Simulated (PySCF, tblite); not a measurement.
# C₅H₁₄OSi₂: geometry, infrared bands and NMR shifts

Wanted: the infrared bands and NMR shifts of C₅H₁₄OSi₂ (`C[SiH2]CC(=O)CC[SiH3]`), by calculation.

The runs use tblite 0.8.0 and PySCF 2.14.0, with density-fitted response routines of our own; the level of theory stands in each step. All values are computed, except where a source is named. Atoms count from 0, in the outputs and in this text.

## 1. The starting structure

22 atoms, charge 0, multiplicity 1; geometry from: force field or distance geometry start.

Bonds of the start (Å): C0–Si1 1.86, Si1–C2 1.85, C2–C3 1.51, C3–O4 1.25, C3–C5 1.52, C5–C6 1.53, C6–Si7 1.88, C0–H8 1.10, C0–H9 1.09, C0–H10 1.09, Si1–H11 1.48, Si1–H12 1.48, C2–H13 1.09, C2–H14 1.10, C5–H15 1.09, C5–H16 1.09, C6–H17 1.10, C6–H18 1.10, Si7–H19 1.49, Si7–H20 1.49, Si7–H21 1.48.

## 2. Relaxing the molecule with GFN2-xTB

What the job is given:

```
{"job": {"kind": "relax", "xc": "GFN2-xTB", "basis": "xTB"}, "charge": 0, "multiplicity": 1}
C      2.530100     1.168600     1.144100
Si     2.114300     0.829300    -0.633800
C      1.457800    -0.886700    -0.887600
C      0.154400    -1.141800    -0.165200
O      0.161500    -1.503200     1.030300
C     -1.143500    -0.970600    -0.946400
C     -2.387300    -0.884000    -0.066000
Si    -2.616900     0.718900     0.883400
H      1.635700     1.095200     1.777600
H      2.927600     2.177600     1.269500
H      3.258400     0.460500     1.526800
H      3.334200     0.996700    -1.452900
H      1.112500     1.807500    -1.104800
H      2.179500    -1.635800    -0.564700
H      1.282600    -1.062500    -1.956000
H     -1.054700    -0.074700    -1.559500
H     -1.222200    -1.836400    -1.602700
H     -3.268900    -1.025600    -0.703300
H     -2.397600    -1.715800     0.657600
H     -3.826600     0.638400     1.744000
H     -2.809100     1.824300    -0.093300
H     -1.432100     1.039600     1.702200
```

Run with:

```sh
$ OMP_NUM_THREADS=1 python probes_run.py task.json out
```

This one command runs all jobs of the session in turn.

**Question.** This job is followed by: GFN2-xTB harmonic vibrations, gas phase; GIAO PBE0/pcSseg-1 NMR shielding, non-relativistic, gas phase. What will the session give for the following? strongest single infrared mode (GFN2-xTB); zero-point energy (GFN2-xTB); ¹³C shifts against TMS (PBE0/pcSseg-1); ¹H shifts against TMS (PBE0/pcSseg-1, means over atoms taken as alike); ²⁹Si shifts against TMS (PBE0/pcSseg-1); ¹⁷O shifts against H2O (PBE0/pcSseg-1); surface potential, 1st and 99th percentile.

As calculated:

```
                                                              quantity                                   value
                             strongest single infrared mode (GFN2-xTB)                   2212 cm⁻¹, 506 km/mol
                                          zero-point energy (GFN2-xTB)                          105.6 kcal/mol
                                ¹³C shifts against TMS (PBE0/pcSseg-1)        213.4, 42.4, 35.0, 4.6, -8.5 ppm
¹H shifts against TMS (PBE0/pcSseg-1, means over atoms taken as alike)  4.28, 3.76, 2.69, 2.22, 0.97, 0.31 ppm
                               ²⁹Si shifts against TMS (PBE0/pcSseg-1)                        -40.5, -71.2 ppm
                                ¹⁷O shifts against H2O (PBE0/pcSseg-1)                               650.9 ppm
                                 surface potential, 1st and 99th percentile                      -1.61 V and 1.07 V
```

In words: Relaxing lowered the energy by 0.219 eV in 125 steps; the close pair that moved most is Si1–C2, from 1.855 to 1.923 Å. No mode is imaginary among the 60: a minimum at this level. The strongest single mode, at 2212 cm⁻¹, moves mainly H12 and H11. Unscaled tight-binding wavenumbers are off by several per cent, some by more. Its intensities can rank the bands wrongly. C3 (ketone carbonyl carbon) lies farthest downfield among carbon, at 213.4 ppm; low-lying n→π* states of the double bond to the heteroatom give a large paramagnetic term (-280 ppm). At PBE0/pcSseg-1: The largest span, 1272 ppm, is at O4, where the paramagnetic term is -720 ppm. At PBE0/pcSseg-1, counted by nearest atom on the grid, the HOMO lies on O4 60 %; C2, C5 about 10 % each, the LUMO on C3 39 %; O4 26 %.
